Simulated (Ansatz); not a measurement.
**CH₃Al₂Cl: vertical ionisation energy**

An exercise on one series of results from a longer session: the logs are not shown, and one member is left open.

Method: unrestricted cation, the program's frozen cores in correlated methods; program: Ansatz 0.2.0, Gaussian basis.

Levels to be run: UKS PBE-D4/def2-TZVPP; UKS r2SCAN-D4/def2-TZVPP; UKS PBE0-D4/def2-TZVPP; UKS B3LYP-D4/def2-TZVPP; UKS wB97X-V/def2-TZVPP; UKS wB97M-V/def2-TZVPP; UKS B2PLYP/def2-TZVPP; UHF-CCSD(T)/def2-TZVPP; UHF-MP2/def2-QZVPP; extrapolation to the limit; then −ε(HOMO) from the neutral's earlier runs with LDA (SPW92), PBE-D4, revPBE-D4, BLYP-D4, r2SCAN-D4, B97M-V, PBE0-D4, B3LYP-D4, r2SCANh-D4, r2SCAN0-D4, HSE06-D4, BHLYP-D4, CAM-B3LYP-D4, LC-ωPBE, ωB97X-V, ωB97M-V.

### The relaxed structure

An earlier PBE0-D4 in a triple-zeta def2 set relaxation fixed the geometry.

SMILES `[Cl][Al]1[CH2][AlH]1`, 7 atoms, charge 0, spin multiplicity 1.

Atoms are counted from 1 here; the program's logs count them from 0.

Bond lengths: Cl1–Al2 2.103 Å, Al2–C3 1.954 Å, Al2–Al4 2.429 Å, C3–Al4 1.961 Å, C3–H5 1.091 Å, C3–H6 1.124 Å, Al4–H7 1.591 Å. Angles: Cl1–Al2–C3 134.5°, Cl1–Al2–Al4 170.5°, C3–Al2–Al4 51.8°, Al2–C3–Al4 76.7°, Al2–C3–H5 139.7°, Al2–C3–H6 88.4°, Al4–C3–H5 134.3°, Al4–C3–H6 96.4°, H5–C3–H6 108.3°, Al2–Al4–C3 51.5°, Al2–Al4–H7 162.4°, C3–Al4–H7 137.7°.

The first run:

File in.yaml:

```yaml
crystal:
  periodic: [false, false, false]
  atoms:
    - {symbol: Cl, position_ang: [-2.039859, -2.335167, 1.272236]}
    - {symbol: Al, position_ang: [-0.784198, -1.080626, 0.144041]}
    - {symbol: C, position_ang: [0.320638, 0.478675, 0.553695]}
    - {symbol: Al, position_ang: [0.348760, 0.407556, -1.405773]}
    - {symbol: H, position_ang: [0.384541, 1.282563, 1.287795]}
    - {symbol: H, position_ang: [1.186793, -0.218599, 0.717455]}
    - {symbol: H, position_ang: [0.644626, 1.397699, -2.615150]}
basis:
  gaussian: {orbitals: def2-TZVPP}
total_charge: 1
magnetization: {spin_polarized: true, initial_magnetization: 1}
hamiltonian: {xc: pbe, dispersion: d4}
```

Started as:

```sh
$ ansatz run in.yaml --threads 2 --pin off --events-out ev --progress --plain --max-ram 4352MiB
```

Steps of the session up to this table: Cation, UKS PBE-D4/def2-TZVPP; Cation, UKS r2SCAN-D4/def2-TZVPP; Cation, UKS PBE0-D4/def2-TZVPP; Cation, UKS B3LYP-D4/def2-TZVPP; Cation, UKS wB97X-V/def2-TZVPP; Cation, UKS wB97M-V/def2-TZVPP; Cation, UKS B2PLYP (frozen core)/def2-TZVPP; Cation, UHF-CCSD(T)/def2-TZVPP; Cation, UHF-MP2/def2-QZVPP.

One table of the session follows, with a row left open; its other results are not shown here.

For comparison, −ε(HOMO) of the neutral from earlier runs:

```
  functional  −ε(HOMO) (eV)
 LDA (SPW92)           5.20
      PBE-D4           5.10
   revPBE-D4           5.06
     BLYP-D4           4.95
   r2SCAN-D4           5.26
      B97M-V           5.26
     PBE0-D4           6.00
    B3LYP-D4           5.83
  r2SCANh-D4           5.59
  r2SCAN0-D4           6.09
    HSE06-D4           5.61
    BHLYP-D4           6.79
CAM-B3LYP-D4           7.14
     LC-ωPBE              ?
     ωB97X-V           8.06
     ωB97M-V           7.84
```

Estimate the missing values for LC-ωPBE.

The run gave: −ε(HOMO) (eV): 8.31. In the column «−ε(HOMO) (eV)» it is the highest.
